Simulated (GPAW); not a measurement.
Wanted: an ASE script for a GPAW 26.7.0 run.

- Task: electron localisation function
- Functional: vdW-DF2
- Potentials or basis: GPAW PAW data sets (gpaw-data 1.2.1), other valence
- Cutoff: 600 eV
- Basis: pw
- k mesh: 6 × 6 × 6
- Occupations: gaussian, width 0.05 eV
- Spin: no spin polarisation
- convergence: density=1e-05 energy=1e-05
- Maxiter: 80
- Data set: Te 16

BiTe:

```xyz
2
Lattice="-0.0866 3.3154 3.2393 3.0986 0.0001 3.1526 3.1642 3.2943 -0.0656" Properties=species:S:1:pos:R:3 pbc="T T T"
Bi    0.0000    0.0000    0.0000
Te    3.0881    3.3049    3.1632
```

The cell isn't the ideal one: cell strained at random at fixed volume.

These files were run (other wordings do the same):

run.py

```python
from ase import Atoms
from ase.dft.bandgap import bandgap
from ase.io import write
from ase.units import Bohr
from gpaw import GPAW, PW
from gpaw.elf import elf_from_dft_calculation

atoms = Atoms(['Bi', 'Te'],
              cell=[[-0.08663, 3.315369, 3.239275],
                    [3.098587, 0.000058, 3.152587],
                    [3.164195, 3.29429, -0.065551]],
              scaled_positions=[[0.0, 0.0, 0.0],
                                [0.5, 0.5, 0.5]],
              pbc=True)

calc = GPAW(mode=PW(600),
            xc={'name': 'vdW-DF2', 'backend': 'libvdwxc'},
            kpts={'size': (6, 6, 6), 'gamma': True},
            occupations={'name': 'methfessel-paxton', 'order': 0, 'width': 0.05},
            setups={'Te': '16'},
            nbands=-10,
            convergence={'density': 1e-05, 'energy': 1e-05},
            maxiter=80,
            txt='gpaw.txt')
atoms.calc = calc
energy = atoms.get_potential_energy()
forces = atoms.get_forces()
calc.write('gs.gpw')
write('result.traj', atoms)
print(f'Energy: {energy:.6f} eV')
print('Forces (eV/A):')
print(forces.round(4))
print('Fermi level:', round(calc.get_fermi_level(), 4), 'eV')
print(f'Gap: {bandgap(calc)[0]:.4f} eV, direct: {bandgap(calc, direct=True)[0]:.4f} eV')

# fields on the real-space grid
write('density.cube', atoms, data=calc.get_pseudo_density() * Bohr**3)
write('potential.cube', atoms, data=calc.get_electrostatic_potential())
write('elf.cube', atoms, data=elf_from_dft_calculation(calc).data)
```

Potentials or basis: GPAW PAW data sets (gpaw-data 1.2.1), other valence, pw.

Command:

```bash
$ OMP_NUM_THREADS=1 python run.py
```

It gave:

The band gap on the k mesh is none (metal or under the smearing width).

Caveat: the PAW data sets were made with another functional, which shifts forces and pressure a little; spin-orbit coupling is left out, which moves the levels of the heavy elements.

Run time: 120 s on 1 thread of Arm Neoverse V1, with other jobs on the host, peak memory 0.34 GiB.
